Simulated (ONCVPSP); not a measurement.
**Pseudopotential generation for samarium: ONCV, PBE**

Aim: build the potential from the settings below, then test how well it stands in for the atom: other configurations, scattering, ghost states and the plane-wave cutoff that it needs.

Method: ONCVPSP 4.0.1, PBE, scalar-relativistic.

## Step 1: The atom and the settings

Typed settings, in words:

- element: samarium (Sm, Z = 62)
- type: optimised norm-conserving Vanderbilt (ONCV)
- frozen core: [Kr] 4d10
- valence charge: 16
- reference configuration: 4f6 5s2 5p6 6s1 (charge +1)
- partial waves: 5s+6s: rc 2.40 bohr, ncon 4, nbas 9, qcut 5.6 1/bohr, 2 projectors; 5p: rc 2.05 bohr, ncon 5, nbas 8, qcut 6.9 1/bohr, 2 projectors, debl 1 Ha; d scattering state at 0.38 Ha: rc 2.50 bohr, ncon 4, nbas 8, qcut 4.3 1/bohr, 2 projectors, debl 2.9 Ha; 4f: rc 1.15 bohr, ncon 5, nbas 10, qcut 15.1 1/bohr, local
- local potential: the f channel
- core correction: not asked for

The nodes and maxima of the atom's own shells, from an earlier all-electron run, set the scale for the radii.

All-electron outer shells of the reference configuration (PBE, scalar-relativistic, ld1.x):

| shell | level (eV) | outermost node (bohr) | outermost maximum (bohr) |
| --- | --- | --- | --- |
| 5s | -49.43 | 0.69 | 1.27 |
| 5p | -29.37 | 0.74 | 1.43 |
| 4f | -8.56 | – | 0.61 |
| 6s | -8.42 | 1.69 | 3.44 |
| 5d | -7.20 | 0.84 | 2.09 |
| 6p | -5.31 | 2.02 | 4.36 |

## Step 2: The generation run

File Sm.dat:

```
# ATOM AND REFERENCE CONFIGURATION
# atsym  z   nc   nv     iexc    psfile
  Sm 62.00    9    4        4      upf
#
#   n    l    f
    1    0    2.00
    2    0    2.00
    2    1    6.00
    3    0    2.00
    3    1    6.00
    3    2   10.00
    4    0    2.00
    4    1    6.00
    4    2   10.00
    4    3    6.00
    5    0    2.00
    5    1    6.00
    6    0    1.00
#
# PSEUDOPOTENTIAL AND OPTIMIZATION
# lmax
    3
#
#   l,   rc,      ep,       ncon, nbas, qcut
    0    2.40    0.00    4    9    5.60
    1    2.05    0.00    5    8    6.90
    2    2.50    0.38    4    8    4.30
    3    1.15    0.00    5   10   15.10
#
# LOCAL POTENTIAL
# lloc, lpopt,  rc(5),   dvloc0
    3    5    1.15    0.00
#
# VANDERBILT-KLEINMAN-BYLANDER PROJECTORs
# l, nproj, debl
    0    2    1.10
    1    2    1.00
    2    2    2.90
    3    0    2.60
#
# MODEL CORE CHARGE
# icmod, fcfact, rcfact
    0    0.00    0.00
#
# LOG DERIVATIVE ANALYSIS
# epsh1, epsh2, depsh
   -3.00    5.00    0.02
#
# OUTPUT GRID
# rlmax, drl
    6.00    0.01
#
# TEST CONFIGURATIONS
# ncnf
    4
# nvcnf
#   n    l    f
    4
    4    3    6.00
    5    0    2.00
    5    1    6.00
    6    0    2.00
#
    4
    4    3    6.00
    5    0    2.00
    5    1    6.00
    6    0    0.00
#
    4
    4    3    5.00
    5    0    2.00
    5    1    6.00
    6    0    0.00
#
    5
    4    3    6.00
    5    0    2.00
    5    1    6.00
    6    0    0.00
    5    2    1.00
#
```

Run with:

```sh
oncvpsp.x < Sm.dat > Sm.out
```

**Question.** What will these runs give? Wanted: cutoffs for 1 and 0.1 mHa per electron, occupied waves; bound ghosts; GHOST(+) flags; largest test error; largest phase difference near zero energy, channels read; projector energies reset by the program.

The runs gave:

| quantity | value |
| --- | --- |
| cutoffs for 1 and 0.1 mHa per electron, occupied waves | 100 Ha and 110 Ha |
| bound ghosts | s at -537.98 eV, p at -254.33 eV |
| GHOST(+) flags | s at 72 eV, d at 43 eV |
| largest test error (AE − PS) | -56 meV, for 4f5 5s2 5p6 6s0 |
| largest phase difference near zero energy, channels read | 0.007 rad |
| projector energies reset by the program | p: -1.080, 0.250 Ha; d: 0.050, 2.950 Ha |

**Reading.** It has a bound ghost (s, p), a state that the atom doesn't have, and that rules the file out. Close by lies the frozen 4p level (-253.5 eV). By total energies transferability is fair: the largest error is 56 meV on 34.9 eV, for 4f5 5s2 5p6 6s0. It counts as very hard, with 100 Ha needed at the looser tolerance. At the looser tolerance the 4f wave is the slowest; 5p needs 17 Ha. Near zero energy the phases of the channels with partial waves agree within 0.007 rad. The program also flags highly localised states, GHOST(+) (s, d).
